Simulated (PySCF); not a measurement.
# FGeH2: the cost of one run

Computed with PySCF 2.14.0; each step states its level. No surroundings beyond the atoms listed, unless a continuum is named. Atoms count from 0, parts from 1.

### Step 1. Starting point

4 atoms, charge -1, multiplicity 1; geometry: GFN2-xTB. Parts: 1 = atoms 0–2, `[GeH2]`, charge 0; 2 = atom 3, `[F-]`, charge -1. In the given geometry Ge0 and F3 of different parts are bonded (1.92 Å), so values for the parts refer to these atom groups.

### Step 2. Relaxing the molecule at PBE0-D3(BJ)/def2-SVPD

The job: settings as JSON, then the geometry in Å.

```
{"job": {"xc": "PBE0", "basis": "def2-SVPD", "d3": "d3bj", "grid": 2, "kind": "geom", "shake": 0.01}, "charge": -1, "multiplicity": 1, "parts": [{"atoms": "0-2", "charge": 0, "multiplicity": 1}, {"atoms": "3-3", "charge": -1, "multiplicity": 1}]}
Ge     0.434642     0.086085     0.978225
H     -1.508525    -0.171280     0.769543
H      0.721495    -0.157495    -0.935501
F      0.911600    -1.674503     1.570338
```

Run with:

```console
OMP_NUM_THREADS=1 python cluster_run.py task.json out
```

One launch serves the whole session: the jobs run in the order shown.

**Question.** How long does this first job take on 1 thread of Arm Neoverse V1, shared host, and how much memory does it need?

About 9.5 s, with a peak of 0.35 GiB.
